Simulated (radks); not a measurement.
# Spin polarisation of the 4f shell in Pm²⁺

An exercise on one series of results from a longer session: the logs are not shown, and one member is left open.

Method: non-relativistic Kohn-Sham, SCAN, spin-polarised, spherical densities, point nucleus. Code: radks (a radial shooting solver on a logarithmic mesh, Libxc functionals) version 1.

### The system

| Item | Value |
| --- | --- |
| element | promethium (Z = 61) |
| charge | +2 |
| electrons | 59 |
| configuration | [Xe] 4f(up 2.5, down 2.5) |

A shell typed twice in an input gives spin up, then spin down.

Set-up of the first run:

The run's settings:

```text
Z 61
configuration [Xe] 4f2.5 4f2.5
relativity non-relativistic
functional scan,scan
spin polarised
nucleus point
```

Steps of the session up to this table: No moment.

One of the session's tables, all rows but one given; the rest of the session is left out.

It belongs to the step «No moment». From the orbitals of this run (lengths in bohr):

```
level     <r>  outermost maximum (interpolated)  90 % within  nodes
   3p  0.2655                             0.240        0.396      1
   3d  0.2371                             0.193        0.369      0
   4s  0.6253                             0.582        0.896      3
   4p  0.6429                             0.590        0.934      2
   4d  0.6886                             0.603         1.03      1
   5s   1.527                              1.37         2.20      4
   5p   1.712                              1.50         2.50      3
   4f       ?                                 ?            ?      ?
```

Estimate the missing values for 4f.

As computed: <r>: 0.9723; outermost maximum (interpolated): 0.623; 90 % within: 1.69; nodes: 0. In the column «<r>» it lies between 4d (0.6886) and 5s (1.527).
